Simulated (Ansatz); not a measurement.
# C2H6OSn: up Jacob's ladder to CCSD(T)

How much do the methods differ for C2H6OSn? The plan is to run it at one geometry with functionals of several rungs and with coupled cluster, and see how far each lands from CCSD(T) at the basis-set limit for the atomisation energy.

The runs use Ansatz 0.2.0, Gaussian basis; functionals in def2-TZVPP, the program's frozen cores in correlated methods.

Plan: PBE-D4, r2SCAN-D4, PBE0-D4, B3LYP-D4, ωB97X-V, ωB97M-V, B2PLYP; CCSD(T)/def2-TZVPP; MP2/def2-QZVPP; extrapolation to the limit.

## Step 1: The geometry

An earlier PBE0-D4 in a triple-zeta def2 set relaxation fixed the geometry. Sn takes the def2 core potential; no spin-orbit term is included.

10 atoms, charge 0, spin multiplicity 1.

Atoms are counted from 1 here; the program's logs count them from 0.

Bond lengths: C1–C2 1.501 Å, C1–H5 1.094 Å, C1–H6 1.094 Å, C1–H7 1.091 Å, C2–O3 1.200 Å, C2–Sn4 2.224 Å, Sn4–H8 1.702 Å, Sn4–H9 1.710 Å, Sn4–H10 1.710 Å. Angles: C2–C1–H5 109.3°, C2–C1–H6 109.4°, C2–C1–H7 110.8°, H5–C1–H6 106.7°, H5–C1–H7 110.2°, H6–C1–H7 110.2°, C1–C2–O3 122.9°, C1–C2–Sn4 117.8°, O3–C2–Sn4 119.3°, C2–Sn4–H8 107.8°, C2–Sn4–H9 110.2°, C2–Sn4–H10 110.2°, H8–Sn4–H9 110.3°, H8–Sn4–H10 110.3°, H9–Sn4–H10 108.1°.

## Step 2: PBE-D4 (GGA)

Input file in.yaml:

```yaml
crystal:
  periodic: [false, false, false]
  atoms:
    - {symbol: C, position_ang: [-0.505673, 1.183347, -0.923176]}
    - {symbol: C, position_ang: [-0.448065, -0.294580, -0.665010]}
    - {symbol: O, position_ang: [-0.975187, -1.102262, -1.378410]}
    - {symbol: Sn, position_ang: [0.670074, -0.991286, 1.126225]}
    - {symbol: H, position_ang: [-0.957232, 1.684461, -0.061298]}
    - {symbol: H, position_ang: [0.511835, 1.575033, -1.018220]}
    - {symbol: H, position_ang: [-1.078608, 1.397692, -1.827041]}
    - {symbol: H, position_ang: [0.570437, -2.689594, 1.173897]}
    - {symbol: H, position_ang: [-0.008652, -0.318195, 2.544473]}
    - {symbol: H, position_ang: [2.304273, -0.495715, 1.031660]}
basis:
  gaussian: {orbitals: def2-TZVPP}
hamiltonian: {xc: pbe, dispersion: d4}
output: {forces: true, orbitals: {seedname: orbitals}}
```

Launch:

```
$ ansatz run in.yaml --threads 4 --pin off --events-out ev --progress --plain --max-ram 10444MiB
```

Further steps of the session: r2SCAN-D4 (meta-GGA); PBE0-D4 (hybrid); B3LYP-D4 (hybrid); ωB97X-V (range-separated); ωB97M-V (range-separated); B2PLYP (double hybrid); CCSD(T) in def2-TZVPP; MP2 in def2-QZVPP.

Q: Predict the results of all the runs planned. Wanted: atomisation energy, CCSD(T)/CBS; farthest; mean size of error, hybrid; mean size of error, range-separated; gap, smallest and largest; T1 diagnostic; triples share of the correlation energy.

**Answer**, as computed:

| quantity | value |
| --- | --- |
| atomisation energy, CCSD(T)/CBS | 3432.7 kJ/mol |
| functionals within 34.3 kJ/mol (1.0 %) | r2SCAN-D4, PBE0-D4, B3LYP-D4, ωB97X-V, ωB97M-V |
| farthest | PBE-D4 (+63.7 kJ/mol) |
| mean size of error, hybrid | 11.6 kJ/mol |
| mean size of error, range-separated | 6.3 kJ/mol |
| gap, smallest and largest | 3.21 eV (PBE-D4), 10.23 eV (ωB97X-V) |
| T1 diagnostic | 0.0154 |
| triples share of the correlation energy | 3.7 % |

**Reading.** PBE-D4 misses by +63.7 kJ/mol. Double hybrids carry the basis error of their MP2 part in triple zeta, and no dispersion term here, so their miss is partly the set-up's. Misses under about 34.3 kJ/mol are within the doubt on the reference itself, which lacks core-valence correlation, spin-orbit coupling and higher excitations, and its outer-core shells are covered unevenly. All levels share the lack of spin-orbit coupling, which lowers the free heavy atoms and so the true binding. Hartree-Fock recovers 71 % of the binding; the rest is correlation. The gap grows from 3.2 to 10.2 eV across the functionals, mostly with the share of exact exchange. Correlated methods include outer-core shells of Sn, which these sets cover unevenly.
